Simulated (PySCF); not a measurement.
# C₉H₁₀BN: NMR shifts in solvents

Aim: compute the NMR shifts of C₉H₁₀BN (`CB(C)c1cccc(C#N)c1`), and see what a dielectric continuum does where one was used.

Computed with PySCF 2.14.0, with density-fitted response routines of our own, on a single molecule, in the gas phase or a continuum. Atoms count from 0, in the outputs and in this text.

**1. Starting geometry**

21 atoms, charge 0, multiplicity 1; geometry from: GFN2-xTB. The atoms were then displaced at random by about 0.01 Å, so the start is not that level's minimum.

Bonds of the start (Å): C0–B1 1.58, B1–C2 1.58, B1–C3 1.61, C3–C4 1.40, C4–C5 1.38, C5–C6 1.38, C6–C7 1.40, C7–C8 1.41, C8–N9 1.14, C7–C10 1.42, C10–C3 1.37, C0–H11 1.07, C0–H12 1.09, C0–H13 1.13, C2–H14 1.07, C2–H15 1.12, C2–H16 1.10, C4–H17 1.07, C5–H18 1.09, C6–H19 1.05, C10–H20 1.08.

**2. Optimising the geometry at PBE0-D3(BJ)/def2-SVP**

Job settings and geometry (Å):

```
{"job": {"xc": "PBE0", "basis": "def2-SVP", "d3": "d3bj", "grid": 1, "shake": 0.01, "kind": "geom"}, "charge": 0, "multiplicity": 1}
C     -2.452800    -1.386520    -0.042480
B     -1.579190    -0.099490     0.227840
C     -2.229980     1.233060     0.780680
C      0.003930    -0.161210    -0.055910
C      0.577480    -1.330700    -0.557400
C      1.936080    -1.388590    -0.799930
C      2.758270    -0.300440    -0.561760
C      2.188050     0.878500    -0.074200
C      2.983340     2.009230     0.197600
N      3.643650     2.916690     0.388200
C      0.794550     0.930480     0.188380
H     -2.131470    -2.216340     0.544460
H     -2.438730    -1.656940    -1.100220
H     -3.541190    -1.203300     0.188870
H     -3.288210     1.161250     0.945560
H     -1.760900     1.530280     1.749240
H     -2.027480     2.083990     0.113630
H     -0.036510    -2.189020    -0.734820
H      2.371240    -2.314180    -1.177080
H      3.786360    -0.330290    -0.747530
H      0.372350     1.855820     0.549900
```

Run with:

```sh
$ OMP_NUM_THREADS=1 python probes_run.py task.json out
```

This one command runs all jobs of the session in turn.

The log of the run:

```text
step   0  E = -427.76811121  max force = 0.045280
step   1  E = -427.77635151  max force = 0.009697
step   2  E = -427.77654700  max force = 0.003979
step   3  E = -427.77654241  max force = 0.004218
step   4  E = -427.77665748  max force = 0.001286
step   5  E = -427.77665773  max force = 0.001874
step   6  E = -427.77667959  max force = 0.000239
step   7  E = -427.77668795  max force = 0.000274
optimisation converged
```

Wall time 5.1 min (1 thread of Arm Neoverse N1, shared host); peak memory 0.9 GiB.

The steps of the relaxation:

```tsv
step	energy from step 0 (eV)	largest force component (eV/Å)
0	0.0000	2.3284
1	-0.2242	0.4986
2	-0.2295	0.2046
3	-0.2294	0.2169
4	-0.2326	0.0661
5	-0.2326	0.0964
6	-0.2332	0.0123
7	-0.2334	0.0141
```

Distances of close pairs at the start and the end, largest changes first:

```tsv
bond	before (Å)	after (Å)	change (Å)
C6–H19	1.045	1.091	+0.046
C0–H11	1.066	1.103	+0.037
C3–C10	1.370	1.402	+0.033
B1–C3	1.610	1.580	-0.030
C0–H13	1.128	1.099	-0.029
C2–H14	1.073	1.099	+0.025
C7–C8	1.409	1.433	+0.024
C4–H17	1.070	1.093	+0.023
```

The end geometry stands in the next job.

```tsv
at the end point	value
point group (found at 0.08 Å tolerance)	C1
rotational constants (GHz, main isotopes)	1.971, 0.698, 0.519
dipole moment (D)	4.40
```

**3. NMR shieldings: PBE0/pcSseg-1 in benzene**

Job settings and geometry (Å):

```
{"job": {"kind": "nmr", "xc": "PBE0", "basis": "pcSseg-1", "solvent": "benzene", "pop": true}, "charge": 0, "multiplicity": 1}
C     -2.471971    -1.387513     0.073764
B     -1.591063    -0.095455     0.252062
C     -2.220550     1.276114     0.699477
C     -0.040711    -0.173352    -0.040669
C      0.564526    -1.349256    -0.521021
C      1.930604    -1.420312    -0.785359
C      2.739360    -0.310002    -0.570353
C      2.166667     0.877559    -0.090145
C      2.986196     2.030667     0.135499
N      3.644279     2.967379     0.319054
C      0.790727     0.936903     0.166230
H     -2.039715    -2.257310     0.596604
H     -2.489549    -1.667845    -0.996005
H     -3.514046    -1.265487     0.400418
H     -3.309109     1.242288     0.844348
H     -1.764076     1.611842     1.648247
H     -1.993301     2.073116    -0.030062
H     -0.050886    -2.235322    -0.694895
H      2.371371    -2.346816    -1.159952
H      3.811655    -0.350607    -0.769975
H      0.372258     1.874996     0.536174
```

With the program's defaults for keys left out, this is: GIAO PBE0/pcSseg-1 NMR shielding, non-relativistic, IEF-PCM benzene.

The log of the run:

```text
coarse grid: 18128 points
cycle   1  E = -427.8652766522  dE =  1.519e+00  |g| = 5.776e-01  |ddm| = 4.465e+00
cycle   2  E = -427.7387617328  dE =  1.265e-01  |g| = 9.578e-01  |ddm| = 1.438e+00
cycle   3  E = -427.9403953074  dE = -2.016e-01  |g| = 2.315e-01  |ddm| = 9.444e-01
cycle   4  E = -427.9526273935  dE = -1.223e-02  |g| = 3.982e-02  |ddm| = 2.033e-01
cycle   5  E = -427.9529426050  dE = -3.152e-04  |g| = 1.427e-02  |ddm| = 5.061e-02
cycle   6  E = -427.9529936891  dE = -5.108e-05  |g| = 4.350e-03  |ddm| = 1.844e-02
cycle   7  E = -427.9529985999  dE = -4.911e-06  |g| = 9.763e-04  |ddm| = 4.864e-03
final grid: 176792 points
cycle   8  E = -428.0155846188  dE = -6.457e-05  |g| = 8.840e-03  |ddm| = 6.858e-02
cycle   9  E = -428.0155828679  dE =  1.751e-06  |g| = 9.438e-03  |ddm| = 1.749e-02
cycle  10  E = -428.0156049776  dE = -2.211e-05  |g| = 1.203e-03  |ddm| = 8.280e-03
cycle  11  E = -428.0156052867  dE = -3.092e-07  |g| = 5.344e-04  |ddm| = 1.416e-03
cycle  12  E = -428.0156053459  dE = -5.917e-08  |g| = 1.752e-04  |ddm| = 5.434e-04
cycle  13  E = -428.0156053515  dE = -5.625e-09  |g| = 7.671e-05  |ddm| = 2.062e-04
cycle  14  E = -428.0156053530  dE = -1.519e-09  |g| = 1.232e-05  |ddm| = 7.835e-05
cycle  15  E = -428.0156053531  dE = -3.524e-11  |g| = 3.445e-06  |ddm| = 1.417e-05
converged SCF energy = -428.0156053531

GIAO shielding tensors (ppm)
atom      isotropic    diamagn.    paramagn.     s11        s22        s33       span
  0 C      171.833     254.477     -82.645    155.205    176.812    183.481     28.276
  1 B       21.696     188.808    -167.112    -52.998      2.759    115.328    168.326
  2 C      172.090     255.032     -82.941    155.781    177.211    183.279     27.498
  3 C       39.321     257.676    -218.356    -48.532    -27.806    194.300    242.832
  4 C       38.745     254.406    -215.661    -71.815     13.205    174.844    246.659
  5 C       50.583     253.816    -203.232    -59.986     35.032    176.704    236.690
  6 C       40.634     248.119    -207.485    -67.920     17.225    172.597    240.516
  7 C       68.468     259.106    -190.638    -35.695     75.425    165.674    201.370
  8 C       58.032     257.632    -199.599    -66.863    -50.032    290.992    357.855
  9 N      -42.757     341.292    -384.049   -197.335   -170.590    239.654    436.989
 10 C       37.149     253.649    -216.500    -71.076     13.371    169.152    240.228
 11 H       29.735      31.231      -1.496     24.933     29.700     34.573      9.640
 12 H       29.922      30.580      -0.657     25.425     29.376     34.966      9.541
 13 H       29.863      29.339       0.524     25.495     29.260     34.833      9.337
 14 H       29.889      29.635       0.253     25.480     29.204     34.981      9.501
 15 H       29.792      31.483      -1.692     24.948     29.759     34.667      9.718
 16 H       29.823      31.713      -1.890     25.041     29.822     34.605      9.563
 17 H       22.889      33.778     -10.889     18.491     21.474     28.701     10.210
 18 H       23.482      29.138      -5.655     19.889     24.041     26.517      6.628
 19 H       23.288      28.347      -5.059     19.816     22.780     27.267      7.451
 20 H       22.806      34.931     -12.126     18.090     20.294     30.032     11.942
```

Run time: 94 s. Hardware: 1 thread of Arm Neoverse N1, shared host; peak memory 1.3 GiB.

The references, computed at this level on geometries of the same kind, shield at (ppm): 1H TMS 31.25, 13C TMS 184.9, 15N NH3 267.0, 11B BF3·OEt2 101.0. Their shielding less the atom's gives the shift. The references are single molecules in the same continuum, so shifts against H2O, NH3, PH3, H3PO4 or CFCl3 are not on the usual liquid scales and can be off by tens of ppm. Atoms listed in one row are averaged.

```tsv
atoms	environment	σ (ppm)	δ (ppm)
C10	aromatic CH	37.1	147.7
C4	aromatic CH	38.7	146.1
C3	substituted aromatic carbon	39.3	145.6
C6	aromatic CH	40.6	144.2
C5	aromatic CH	50.6	134.3
C8	nitrile carbon	58.0	126.8
C7	substituted aromatic carbon	68.5	116.4
C0, C2	methyl carbon bonded to B	172.0	12.9
H20	hydrogen on an aromatic CH	22.81	8.45
H17	hydrogen on an aromatic CH	22.89	8.37
H19	hydrogen on an aromatic CH	23.29	7.97
H18	hydrogen on an aromatic CH	23.48	7.77
H11, H12, H13, H14, H15, H16	hydrogen on a methyl carbon bonded to B	29.84	1.42
B1	boron bonded to 3 C	21.7	79.3
N9	nitrile nitrogen	-42.8	309.8
```

Charges from the same density, by scheme (e):

```tsv
atoms	Mulliken	IAO	Hirshfeld	ESP fit
C0, C2	-0.56	-0.57	-0.19	-0.70
B1	0.61	0.31	0.20	0.73
C3	-0.31	-0.13	-0.07	-0.27
C4	-0.08	-0.10	-0.02	-0.05
C5	-0.06	-0.15	-0.04	-0.17
C6	0.03	-0.11	-0.02	-0.11
C7	-0.25	-0.06	0.00	-0.03
C8	0.16	0.15	0.08	0.37
N9	-0.28	-0.27	-0.25	-0.49
C10	0.04	-0.10	-0.02	-0.11
```

Mayer bond orders: C0–B1 1.05, B1–C2 1.05, B1–C3 0.89, C3–C4 1.41, C4–C5 1.44, C5–C6 1.44, C6–C7 1.35, C7–C8 1.04, C8–N9 3.03, C7–C10 1.37, C10–C3 1.43.

Ring of atoms C3, C4, C5, C6, C7, C10: NICS(0) -7.8, NICS(1) -11.0, NICS(1)zz -26.6 ppm (means of both faces).

**4. NMR shieldings: PBE0/pcSseg-1 in chloroform**

The job, as its differences from that of step 3:

```diff
@@ -1,2 +1,2 @@
-{"job": {"kind": "nmr", "xc": "PBE0", "basis": "pcSseg-1", "solvent": "benzene", "pop": true}, "charge": 0, "multiplicity": 1}
+{"job": {"kind": "nmr", "xc": "PBE0", "basis": "pcSseg-1", "solvent": "chloroform", "pop": false}, "charge": 0, "multiplicity": 1}
 C     -2.471971    -1.387513     0.073764
```

Level: GIAO PBE0/pcSseg-1 NMR shielding, non-relativistic, IEF-PCM chloroform.

The log of the run:

```text
coarse grid: 18128 points
cycle   1  E = -427.8702807754  dE =  1.514e+00  |g| = 5.713e-01  |ddm| = 4.466e+00
cycle   2  E = -427.7594337018  dE =  1.108e-01  |g| = 9.171e-01  |ddm| = 1.381e+00
cycle   3  E = -427.9444113060  dE = -1.850e-01  |g| = 2.210e-01  |ddm| = 8.869e-01
cycle   4  E = -427.9555101796  dE = -1.110e-02  |g| = 3.824e-02  |ddm| = 1.914e-01
cycle   5  E = -427.9558046958  dE = -2.945e-04  |g| = 1.291e-02  |ddm| = 4.557e-02
cycle   6  E = -427.9558459824  dE = -4.129e-05  |g| = 3.871e-03  |ddm| = 1.634e-02
cycle   7  E = -427.9558498277  dE = -3.845e-06  |g| = 8.707e-04  |ddm| = 4.210e-03
final grid: 176792 points
cycle   8  E = -428.0184182888  dE = -6.485e-05  |g| = 8.770e-03  |ddm| = 6.870e-02
cycle   9  E = -428.0184173487  dE =  9.401e-07  |g| = 9.207e-03  |ddm| = 1.698e-02
cycle  10  E = -428.0184384339  dE = -2.109e-05  |g| = 1.046e-03  |ddm| = 7.860e-03
cycle  11  E = -428.0184386563  dE = -2.225e-07  |g| = 5.092e-04  |ddm| = 1.232e-03
cycle  12  E = -428.0184387103  dE = -5.395e-08  |g| = 1.577e-04  |ddm| = 5.009e-04
cycle  13  E = -428.0184387147  dE = -4.419e-09  |g| = 7.044e-05  |ddm| = 1.847e-04
cycle  14  E = -428.0184387160  dE = -1.278e-09  |g| = 1.091e-05  |ddm| = 7.004e-05
cycle  15  E = -428.0184387160  dE = -2.922e-11  |g| = 2.868e-06  |ddm| = 1.245e-05
converged SCF energy = -428.0184387160

GIAO shielding tensors (ppm)
atom      isotropic    diamagn.    paramagn.     s11        s22        s33       span
  0 C      171.919     254.554     -82.635    155.184    176.963    183.610     28.426
  1 B       21.616     188.756    -167.139    -53.450      3.083    115.216    168.666
  2 C      172.225     255.114     -82.889    155.894    177.351    183.431     27.537
  3 C       39.308     257.694    -218.386    -48.611    -27.812    194.345    242.955
  4 C       37.885     254.345    -216.461    -72.741     11.099    175.296    248.037
  5 C       50.273     253.661    -203.388    -60.136     33.697    177.259    237.395
  6 C       40.233     247.814    -207.581    -68.337     15.723    173.312    241.649
  7 C       69.389     259.402    -190.013    -34.153     77.104    165.216    199.369
  8 C       56.880     257.670    -200.789    -68.344    -51.166    290.151    358.496
  9 N      -36.708     341.870    -378.577   -189.846   -160.989    240.712    430.557
 10 C       36.847     253.541    -216.694    -71.359     12.101    169.799    241.159
 11 H       29.705      31.218      -1.513     24.893     29.650     34.573      9.680
 12 H       29.884      30.555      -0.671     25.376     29.315     34.961      9.585
 13 H       29.875      29.341       0.534     25.507     29.285     34.832      9.325
 14 H       29.901      29.646       0.254     25.490     29.223     34.989      9.499
 15 H       29.766      31.483      -1.718     24.910     29.723     34.664      9.754
 16 H       29.805      31.722      -1.917     25.011     29.796     34.607      9.596
 17 H       22.786      33.677     -10.891     18.372     21.378     28.609     10.236
 18 H       23.382      29.035      -5.653     19.760     23.975     26.410      6.650
 19 H       23.196      28.274      -5.078     19.688     22.704     27.195      7.508
 20 H       22.733      34.877     -12.144     17.980     20.232     29.986     12.007
```

Wall time 97 s (1 thread of Arm Neoverse N1, shared host); peak memory 1.2 GiB.

This run: δ C10 148.3, C4 147.3, C3 145.9, C6 144.9, H20 8.51, H17 8.46 ppm.

**5. Comparing the runs: NMR shifts**

Shifts (ppm) of some atoms, chosen among heavy atoms and hydrogens apart, with basis size and wall time:

```tsv
run	C4	C6	C8	C7	H17	H18	N9	functions	time
PBE0/pcSseg-1 in benzene	146.1	144.2	126.8	116.4	8.37	7.77	309.8	237	94 s
PBE0/pcSseg-1 in chloroform	147.3	144.9	128.3	115.8	8.46	7.86	304.5	237	97 s
```

The continuum's effect on the ground state:

```tsv
solvent	ε	polarisation energy (Eh)	μ (D)
benzene	2.27	-0.0053	5.16
chloroform	4.71	-0.0088	5.52
```

**6. What came out**

| quantity | value |
| --- | --- |
| point group | C1 |
| rotational constants (main isotopes) | 1.97, 0.70, 0.52 GHz |
| 13C shifts against TMS (PBE0/pcSseg-1, benzene, means over atoms taken as alike) | 147.7, 146.1, 145.6, 144.2, 134.3, 126.8, 116.4, 12.9 ppm |
| 1H shifts against TMS (PBE0/pcSseg-1, benzene, means over atoms taken as alike) | 8.45, 8.37, 7.97, 7.77, 1.42 ppm |
| 11B shifts against BF3·OEt2 (PBE0/pcSseg-1, benzene) | 79.3 ppm |
| 15N shifts against NH3 (PBE0/pcSseg-1, benzene) | 309.8 ppm |
| range of the shift of N9 | 304.5 to 309.8 ppm |

**Reading.** Over 7 steps the energy fell by 0.233 eV; of the close pairs, C6–H19 changed most, 1.045 to 1.091 Å. At PBE0/pcSseg-1: The largest span, 437 ppm, is at N9, where the paramagnetic term is -384 ppm. NICS(1)zz of -27 ppm above the planar ring from C3 marks a diatropic (aromatic) ring current. Across the 2 runs the shift of N9 moves most, between 304.5 (PBE0/pcSseg-1 in chloroform) and 309.8 ppm (PBE0/pcSseg-1 in benzene). The continuum holds electrostatics alone: no hydrogen bonds to the solvent, and the gas-phase geometry is kept.
